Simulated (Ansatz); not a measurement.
# S32Ca28Pb4: the cost of one run

All numbers are computed with Ansatz 0.2.0 (PAW, plane waves).

## 1. Starting point

64 atoms (32 S, 28 Ca, 4 Pb); a = 11.330 Å, b = 11.330 Å, c = 11.330 Å, α = 90.00°, β = 90.00°, γ = 90.00°. All atoms were shaken off their sites by about 0.02 Å along each axis.

Plan of the steps: (2) PBEsol cell relaxation at the single k point (¼, ¼, ¼), on 1 × NVIDIA H100 80GB HBM3 with 4 threads of AMD EPYC 7R13; (3) HSE06 single point at the single k point (¼, ¼, ¼), on 1 × NVIDIA H100 80GB HBM3 with 4 threads of AMD EPYC 7R13.

## 2. PBEsol relaxation of the cell and the positions

in.yaml reads:

```yaml
crystal:
  lattice:
    - [11.330465, 0.000000, 0.000000]
    - [0.000000, 11.330465, 0.000000]
    - [0.000000, 0.000000, 11.330465]
  atoms:
    - { symbol: S, position: [0.250388, 0.998082, 0.001752] }
    - { symbol: S, position: [0.250089, 0.002259, 0.498437] }
    - { symbol: S, position: [0.248486, 0.499777, 0.998382] }
    - { symbol: S, position: [0.249726, 0.501176, 0.496313] }
    - { symbol: S, position: [0.748494, 0.002347, 0.001093] }
    - { symbol: S, position: [0.751767, 0.000147, 0.501734] }
    - { symbol: S, position: [0.749818, 0.500274, 0.999006] }
    - { symbol: S, position: [0.751591, 0.497706, 0.500647] }
    - { symbol: S, position: [0.000150, 0.248949, 0.000149] }
    - { symbol: S, position: [0.000462, 0.250416, 0.500825] }
    - { symbol: S, position: [0.997572, 0.749616, 0.000005] }
    - { symbol: S, position: [0.999265, 0.748034, 0.501530] }
    - { symbol: S, position: [0.502667, 0.251851, 0.000811] }
    - { symbol: S, position: [0.497501, 0.245444, 0.499930] }
    - { symbol: S, position: [0.498465, 0.751001, 0.999948] }
    - { symbol: S, position: [0.498789, 0.752830, 0.498520] }
    - { symbol: S, position: [0.999073, 0.998187, 0.250981] }
    - { symbol: S, position: [0.000615, 0.999996, 0.751519] }
    - { symbol: S, position: [0.998527, 0.502119, 0.251364] }
    - { symbol: S, position: [0.000235, 0.498388, 0.753315] }
    - { symbol: S, position: [0.502614, 0.999588, 0.250757] }
    - { symbol: S, position: [0.502008, 0.001851, 0.749537] }
    - { symbol: S, position: [0.501312, 0.501104, 0.253701] }
    - { symbol: S, position: [0.500290, 0.499451, 0.748972] }
    - { symbol: S, position: [0.248180, 0.249260, 0.248808] }
    - { symbol: S, position: [0.253125, 0.250823, 0.747833] }
    - { symbol: S, position: [0.253461, 0.751446, 0.252040] }
    - { symbol: S, position: [0.250064, 0.752156, 0.748592] }
    - { symbol: S, position: [0.753283, 0.250208, 0.251668] }
    - { symbol: S, position: [0.752057, 0.251648, 0.749109] }
    - { symbol: S, position: [0.751640, 0.749948, 0.250203] }
    - { symbol: S, position: [0.749240, 0.745229, 0.749108] }
    - { symbol: Ca, position: [0.001038, 0.000194, 0.999272] }
    - { symbol: Ca, position: [0.000212, 0.998058, 0.499546] }
    - { symbol: Ca, position: [0.999899, 0.499331, 0.001472] }
    - { symbol: Ca, position: [0.999039, 0.498883, 0.499531] }
    - { symbol: Ca, position: [0.502276, 0.998719, 0.997580] }
    - { symbol: Ca, position: [0.502726, 0.499153, 0.001769] }
    - { symbol: Ca, position: [0.500448, 0.500486, 0.501483] }
    - { symbol: Ca, position: [0.247847, 0.249078, 0.002317] }
    - { symbol: Ca, position: [0.246217, 0.749375, 0.998546] }
    - { symbol: Ca, position: [0.253581, 0.750399, 0.501169] }
    - { symbol: Ca, position: [0.749603, 0.250312, 0.001965] }
    - { symbol: Ca, position: [0.751143, 0.250692, 0.501697] }
    - { symbol: Ca, position: [0.751367, 0.751807, 0.003359] }
    - { symbol: Ca, position: [0.747369, 0.751537, 0.498958] }
    - { symbol: Ca, position: [0.249328, 0.000409, 0.252060] }
    - { symbol: Ca, position: [0.249606, 0.002057, 0.750337] }
    - { symbol: Ca, position: [0.251507, 0.499076, 0.252050] }
    - { symbol: Ca, position: [0.252377, 0.500357, 0.750821] }
    - { symbol: Ca, position: [0.748955, 0.001391, 0.748893] }
    - { symbol: Ca, position: [0.749976, 0.500964, 0.250834] }
    - { symbol: Ca, position: [0.749316, 0.497517, 0.748512] }
    - { symbol: Ca, position: [0.001491, 0.251537, 0.252488] }
    - { symbol: Ca, position: [0.999214, 0.250666, 0.752365] }
    - { symbol: Ca, position: [0.002490, 0.751545, 0.248350] }
    - { symbol: Ca, position: [0.000250, 0.750549, 0.754208] }
    - { symbol: Ca, position: [0.500637, 0.251575, 0.751233] }
    - { symbol: Ca, position: [0.500121, 0.747781, 0.247256] }
    - { symbol: Ca, position: [0.501258, 0.747049, 0.754567] }
    - { symbol: Pb, position: [0.499408, 0.996841, 0.498286] }
    - { symbol: Pb, position: [0.250589, 0.248582, 0.501930] }
    - { symbol: Pb, position: [0.750458, 0.001065, 0.248192] }
    - { symbol: Pb, position: [0.501126, 0.246687, 0.251841] }
  symmetry: { detect: false }
kpoints:
  mp_grid: { grid: [1, 1, 1], shift: [0.25, 0.25, 0.25] }
hamiltonian:
  xc: pbesol
scf:
  occupations: { method: fermi_dirac, width: 0.01 }
relax:
  f_tol: 0.03
  max_steps: 80
  escape_saddle: false
  adjacent_minimum: "off"
  cell: { fix: [shape] }
output:
  forces: true
  eigenvalues: true
  populations: true
  write_density: true
  write_potential: true
  elf: true
  volumetric_format: npy
```

Launch:

```console
$ ansatz run in.yaml --threads 4 --pin off --max-ram 42750MiB --runs-dir r --events-out ev --progress --plain --backend cuda --devices 0, --max-vram 37GiB
```

**Question.** How long does this run take on 1 × NVIDIA H100 80GB HBM3 with 4 threads of AMD EPYC 7R13, shared host, and how much memory does it need?

About 10 s, with a peak of 1.6 GiB on the host.
